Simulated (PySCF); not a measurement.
**CrH4: structure of the triplet**

Where does triplet CrH4 go from a PBE0 minimum start, is the end point a minimum, and what are its modes, charges and moments?

Program: PySCF 2.14.0. Level of theory: PBE0, basis Cr def2-TZVP, H def2-TZVP, no relativity, density fitting. These are calculated values, not measurements.

## Step 1: Where the work starts

5 atoms, charge 0, spin multiplicity 3.

Bond lengths: Cr1–H2 1.593 Å, Cr1–H3 1.593 Å, Cr1–H4 1.593 Å, Cr1–H5 1.593 Å. Angles: H2–Cr1–H3 109.5°, H2–Cr1–H4 109.5°, H2–Cr1–H5 109.5°, H3–Cr1–H4 109.5°, H3–Cr1–H5 109.5°, H4–Cr1–H5 109.5°.

Coordinates in bohr (charge 0 multiplicity 3):
```
Cr    0.0000    0.0000    0.0000
H    -1.7383   -1.7383    1.7382
H    -1.7382    1.7382   -1.7382
H     1.7383    1.7383    1.7383
H     1.7382   -1.7383   -1.7382
```

## Step 2: First SCF at the start

One driver script runs all steps and calls PySCF; scf.py shows how it sets up the SCF of each step. The optimiser is the driver's own. After this first run the driver tries any further starts and a stability analysis.

scf.py

```python
from pyscf import gto, scf, dft
mol = gto.M(atom='''
Cr     0.000000     0.000000     0.000000
H     -0.919850    -0.919850     0.919840
H     -0.919840     0.919840    -0.919840
H      0.919850     0.919850     0.919850
H      0.919840    -0.919850    -0.919840''',
    basis={'Cr': 'def2-TZVP', 'H': 'def2-TZVP'},
    charge=0, spin=2)
mf = dft.UKS(mol, xc='PBE0')
mf.grids.atom_grid = (50, 194)
aux = {'Cr': 'def2-universal-JKFIT', 'H': 'def2-universal-JKFIT'}
mf = mf.density_fit(auxbasis=aux)
mf.conv_tol = 1e-08
mf.diis_space = 10
mf.max_cycle = 60
mf.init_guess = 'minao'
mf.verbose = 4
mf.kernel()
```

Started as:

```bash
$ OMP_NUM_THREADS=2 python axn.py task.json out
```

Further steps of the session: Relaxation: PBE0 minimum start, triplet; Frequencies.

**Question.** What will these runs give? Wanted: minimum; geometry; wavenumbers; dipole moment; highest occupied, lowest empty level; polar-tensor charge of Cr1; zero-point energy; atomisation energy; ⟨S²⟩.

**Answer**, as computed:

| quantity | value |
| --- | --- |
| minimum | triplet, Td |
| geometry | Cr–H 1.593 Å (×4); H–Cr–H 109.5° (×6) |
| wavenumbers (cm⁻¹) | 515 (t2), 692 (e), 1762 (a1), 1804 (t2) |
| dipole moment | 0.00 D |
| highest occupied, lowest empty level (either spin) | -9.02, -2.97 eV |
| polar-tensor charge of Cr1 | +1.06 e |
| zero-point energy | 60.4 kJ/mol |
| entropy at 298.15 K | 230.5 J/(mol K) |
| atomisation energy (no zero-point energy) | 716 kJ/mol |
| ⟨S²⟩ | 2.251 |

In words: The PBE0 minimum start keeps its Td symmetry and ends in a minimum. The strongest infrared band lies at 515 cm⁻¹ (t2, bend). The dipole vanishes although Cr1 carries +1.1 e by the polar tensor: the bond dipoles cancel. Most of the spin sits on Cr1 (Mulliken spin 2.95, against 2 for the whole molecule). Other starts or spin states, not run here, may lie lower. The determinant is spin-contaminated (⟨S²⟩ = 2.25, pure value 2.00). One determinant may miss the lowest occupation of an open d or f shell.
